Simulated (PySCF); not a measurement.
# C2H8Ge: the cost of one run

Programs: PySCF 2.14.0, with routines of our own; each step states its level. All values are computed. Atoms count from 0.

1 further run of the same task is left out (for a basis unfit for spin-orbit shieldings).

## (1) The starting structure

11 atoms, charge 0, multiplicity 1; geometry from: GFN2-xTB.

## (2) Geometry optimisation at PBE0-D3(BJ)/def2-SVP

The job: settings as JSON, then the geometry in Å.

```
{"job": {"xc": "PBE0", "basis": "def2-SVP", "d3": "d3bj", "grid": 1, "maxiter": 30, "kind": "geom"}, "charge": 0, "multiplicity": 1}
C      1.552105     0.583479    -0.076943
Ge     0.102751    -0.688229     0.316480
C     -1.644867     0.042124    -0.216303
H      2.520119     0.184449     0.212082
H      1.396685     1.515723     0.460293
H      1.583084     0.808612    -1.140064
H      0.098101    -1.022623     1.784398
H      0.354243    -1.989782    -0.397007
H     -2.449389    -0.655589    -0.003516
H     -1.849986     0.967157     0.316307
H     -1.657421     0.257350    -1.281690
```

Launch:

```bash
$ OMP_NUM_THREADS=1 python heavy_run.py task.json out
```

One launch serves the whole session: the jobs run in the order shown.

Q: Estimate the wall time and peak memory of this first job on 1 thread of Intel Xeon Gold 6455B, shared host.

About 9.5 s, with a peak of 0.42 GiB.
